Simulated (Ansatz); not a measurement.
**KI: a single-point run**

Aim: a sound single-point run of KI. The structure is shown as the input types it.

Computed with Ansatz 0.2.0 (density functional or hybrid calculation with the settings of its input, plane waves (as first typed), unless a step's input says otherwise).

1 further run of the same task is left out (it didn't finish).

## (1) The structure to begin with

The structure is cubic, space group Fm-3m (No. 225). The conventional cell has a = 7.089 Å, b = 7.089 Å, c = 7.089 Å, α = 90.00°, β = 90.00°, γ = 90.00°. K (site symmetry m-3m) has 6 I at 3.54 Å as nearest neighbours. Around I (site symmetry m-3m) lie 6 K at 3.54 Å.

Coordinates:

```cif
data_structure
_symmetry_space_group_name_H-M 'Fm-3m'
_symmetry_Int_Tables_number 225
_cell_length_a 7.0886
_cell_length_b 7.0886
_cell_length_c 7.0886
_cell_angle_alpha 90.000
_cell_angle_beta 90.000
_cell_angle_gamma 90.000
_cell_volume 356.19
loop_
_atom_site_label
_atom_site_type_symbol
_atom_site_symmetry_multiplicity
_atom_site_Wyckoff_symbol
_atom_site_fract_x
_atom_site_fract_y
_atom_site_fract_z
_atom_site_occupancy
K1 K 4 a 0.00000 0.00000 0.00000 1
I1 I 4 b 0.50000 0.00000 0.00000 1
```

## (2) Running it

Contents of input.yaml:

```yaml
crystal:
  lattice:
    - [0.0, 3.544285025, 3.544285025]
    - [3.544285025, 0.0, 3.544285025]
    - [3.544285025, 3.544285025, 0.0]
  atoms:
    - { symbol: K, position: [0.0, 0.0, 0.0] }
    - { symbol: I, position: [0.5, 0.5, 0.5] }
kpoints:
  mp_grid: { grid: [4, 4, 4] }
hamiltonian:
  xc: r2scan
scf:
  occupations: { method: fixed }
  n_extra_bands: 4
  max_iter: 63
output:
  forces: true
  stress: true
  eigenvalues: true
basis:
  ecutwfc: 80
```

Command:

```
ansatz run input.yaml --threads 4 --pin off --max-ram 3686MiB --backend cpu --events-out ev --progress --plain --runs-dir out
```

What happens when this is run?

The program finished normally, with warnings (cutoff below recommended, metallic iterate). It gives a pressure of -16 GPa, which is large.

In the input, basis.ecutwfc is 80. The cutoff lies far under what these potentials need. The potentials' recommended cutoff is 500 eV.

To check: delete basis.ecutwfc (the default then holds).
